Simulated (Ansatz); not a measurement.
Write a Python script for Ansatz 0.2.0 through its Python package that makes a search for lower mean-field states of H₅SiSn, SMILES [SiH3][SnH2]. Settings (for the species named): PBE0, def2-TZVP basis, multiplicity 2, D3BJ dispersion.

```tsv
atom	x (Å)	y (Å)	z (Å)
Si	-0.6581	-0.6843	-0.4765
Sn	0.9796	0.4341	1.0302
H	-1.9698	-0.9164	0.2532
H	-0.0849	-1.8871	-1.0200
H	-1.0086	0.2624	-1.6211
H	0.3299	1.9516	1.6556
H	2.4733	0.7717	0.1330
```

Script `run_states.py`:
```python
'''Restricted and unrestricted solutions of H5SiSn, stretched and not.'''

import ansatz as az
import numpy as np

GEOMETRY = '''
Si   -0.65810   -0.68430   -0.47650
Sn    0.97960    0.43410    1.03020
H    -1.96980   -0.91640    0.25320
H    -0.08490   -1.88710   -1.02000
H    -1.00860    0.26240   -1.62110
H     0.32990    1.95160    1.65560
H     2.47330    0.77170    0.13300
'''

system = az.Crystal.molecule()
for line in GEOMETRY.strip().splitlines():
    symbol, *xyz = line.split()
    system = system.atom(symbol, [float(v) for v in xyz])
symbols = [site.symbol for site in system.cartesian_sites]

start = np.array([site.position_ang for site in system.cartesian_sites])
for factor in [1.0, 1.3]:
    xyz = (start - start.mean(axis=0)) * factor
    scaled = az.Crystal.molecule()
    for symbol, place in zip(symbols, xyz):
        scaled = scaled.atom(symbol, place.tolist())
    setup = (
        scaled.calculation()
        .basis(gaussian='def2-TZVP')
        .functional('pbe0', dispersion='d3bj')
        .spin('collinear', total=1)
    )
    for search in ('off', 'standard'):
        try:
            report = setup.scf(lower_state_search=search).run(threads=1).report
        except az.AnsatzError as error:
            print(f'x{factor} search {search}: {type(error).__name__}')
            continue
        state = report['mean_field']['state']
        print(f'all distances x{factor}, search {search:8s} E = {report["free_energy_ev"]:.5f} eV  <S^2> = {abs(state["spin_squared"]):.3f}  other states met: {len(report["mean_field"]["others"])}')
```

Running `python run_states.py` prints:
```text
all distances x1.0, search off      E = -13786.26234 eV  <S^2> = 0.753  other states met: 0
all distances x1.0, search standard E = -13786.26234 eV  <S^2> = 0.753  other states met: 0
all distances x1.3, search off      E = -13780.64864 eV  <S^2> = 0.776  other states met: 0
all distances x1.3, search standard E = -13780.64864 eV  <S^2> = 0.776  other states met: 4
```

Reading the output:
- Total energies depend on the basis set; only differences at equal settings carry meaning.
- The count of other states can hold repeated and symmetry-equivalent ends of the search; scaling all distances is a test, and for more than two atoms no physical path.
- The geometry comes from a force field and isn't relaxed at this level.
- def2 sets replace the cores of elements past krypton by effective core potentials.
- The run takes the species as open-shell (spin multiplicity 2), which needn't be its ground state.
- Timing: 21 s on 1 thread of Arm Neoverse V1, with other jobs on the host, peak memory 0.34 GiB.
